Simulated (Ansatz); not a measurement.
# BClH₃NOSi: one species, many methods

How much do the methods differ for BClH₃NOSi? The plan is to run it at one geometry with functionals of several rungs and with coupled cluster, and see how far each lands from CCSD(T) at the basis-set limit for the atomisation energy.

Method: functionals in def2-TZVPP, the program's frozen cores in correlated methods; program: Ansatz 0.2.0, Gaussian basis.

Levels to be run: LDA (SPW92), PBE-D4, revPBE-D4, BLYP-D4, r2SCAN-D4, B97M-V, PBE0-D4, B3LYP-D4, r2SCANh-D4, r2SCAN0-D4, HSE06-D4, BHLYP-D4, CAM-B3LYP-D4, LC-ωPBE, ωB97X-V, ωB97M-V, B2PLYP, PBE-QIDH; CCSD(T)/def2-SVP; CCSD(T)/def2-TZVPP; MP2/def2-QZVPP; extrapolation to the limit; RPA on PBE.

### 1 The geometry

All runs share one geometry, relaxed beforehand with PBE0-D4 in a triple-zeta def2 set.

SMILES `O[Si]1(Cl)BN1`, 8 atoms, charge 0, spin multiplicity 1.

Atoms are counted from 1 here; the program's logs count them from 0.

Bond lengths: O1–Si2 1.632 Å, O1–H6 0.959 Å, Si2–Cl3 2.059 Å, Si2–B4 1.896 Å, Si2–N5 1.724 Å, B4–N5 1.401 Å, B4–H7 1.187 Å, N5–H8 1.011 Å. Angles: Si2–O1–H6 116.8°, O1–Si2–Cl3 106.2°, O1–Si2–B4 127.4°, O1–Si2–N5 117.8°, Cl3–Si2–B4 126.3°, Cl3–Si2–N5 114.8°, B4–Si2–N5 45.2°, Si2–B4–N5 60.8°, Si2–B4–H7 164.5°, N5–B4–H7 134.7°, Si2–N5–B4 73.9°, Si2–N5–H8 151.8°, B4–N5–H8 134.3°.

### 2 LDA

This LDA is Slater exchange with PW92 correlation.

in.yaml reads:

```yaml
crystal:
  periodic: [false, false, false]
  atoms:
    - {symbol: O, position_ang: [0.082251, 0.488275, 1.847675]}
    - {symbol: Si, position_ang: [0.128514, 0.517393, 0.216839]}
    - {symbol: Cl, position_ang: [-0.760996, 2.285597, -0.351247]}
    - {symbol: B, position_ang: [0.932800, -0.755854, -0.935742]}
    - {symbol: N, position_ang: [-0.429018, -0.876953, -0.629094]}
    - {symbol: H, position_ang: [-0.403639, 1.193634, 2.279797]}
    - {symbol: H, position_ang: [1.698478, -1.378888, -1.595804]}
    - {symbol: H, position_ang: [-1.156291, -1.530404, -0.888222]}
basis:
  gaussian: {orbitals: def2-TZVPP}
hamiltonian: {xc: lda}
output: {orbitals: {seedname: orbitals}}
```

Run with:

```console
ansatz run in.yaml --threads 2 --pin off --events-out ev --progress --plain --max-ram 4352MiB
```

After this run come: PBE-D4 (GGA); revPBE-D4 (GGA); BLYP-D4 (GGA); r2SCAN-D4 (meta-GGA); B97M-V (meta-GGA); PBE0-D4 (hybrid); B3LYP-D4 (hybrid); r2SCANh-D4 (hybrid); r2SCAN0-D4 (hybrid); HSE06-D4 (hybrid); BHLYP-D4 (hybrid); CAM-B3LYP-D4 (range-separated); LC-ωPBE (range-separated); ωB97X-V (range-separated); ωB97M-V (range-separated); B2PLYP (double hybrid); PBE-QIDH (double hybrid); CCSD(T) in def2-SVP; CCSD(T) in def2-TZVPP; MP2 in def2-QZVPP; RPA on PBE orbitals.

**Question.** What will the summary of the whole plan be? Wanted: atomisation energy, CCSD(T)/CBS; farthest beyond LDA; mean size of error, GGA; mean size of error, meta-GGA; mean size of error, hybrid; mean size of error, range-separated; mean size of error, double hybrid; gap, smallest and largest; T1 diagnostic.

As calculated:

| quantity | value |
| --- | --- |
| atomisation energy, CCSD(T)/CBS | 31.235 eV |
| functionals within 0.156 eV (0.5 %) | revPBE-D4, BLYP-D4, PBE0-D4, B3LYP-D4, r2SCANh-D4, HSE06-D4, CAM-B3LYP-D4, LC-ωPBE |
| farthest beyond LDA | BHLYP-D4 (-1.181 eV) |
| mean size of error, GGA | 0.328 eV |
| mean size of error, meta-GGA | 0.260 eV |
| mean size of error, hybrid | 0.325 eV |
| mean size of error, range-separated | 0.158 eV |
| mean size of error, double hybrid | 0.272 eV |
| gap, smallest and largest | 4.34 eV (LDA (SPW92)), 11.60 eV (LC-ωPBE) |
| T1 diagnostic | 0.0126 |
| triples share of the correlation energy | 4.1 % |

In words: LDA overbinds by 5.053 eV (16 %). PBE-D4 is off by +0.843 eV. Double hybrids carry the basis error of their MP2 part in triple zeta, and no dispersion term here, so their miss is partly the set-up's. By mean error the best rung here is range-separated (0.158 eV) and the worst beyond LDA is GGA (0.328 eV). The reference freezes the cores and leaves out relativity and excitations past (T), so misses under about 0.156 eV can't be ranked. Hartree-Fock recovers 70 % of the binding; the rest is correlation. CCSD(T) in def2-SVP is off by -2.675 eV, more than most functionals: a good method in a small basis is no reference. The gap grows from 4.3 to 11.6 eV across the functionals, mostly with the share of exact exchange.
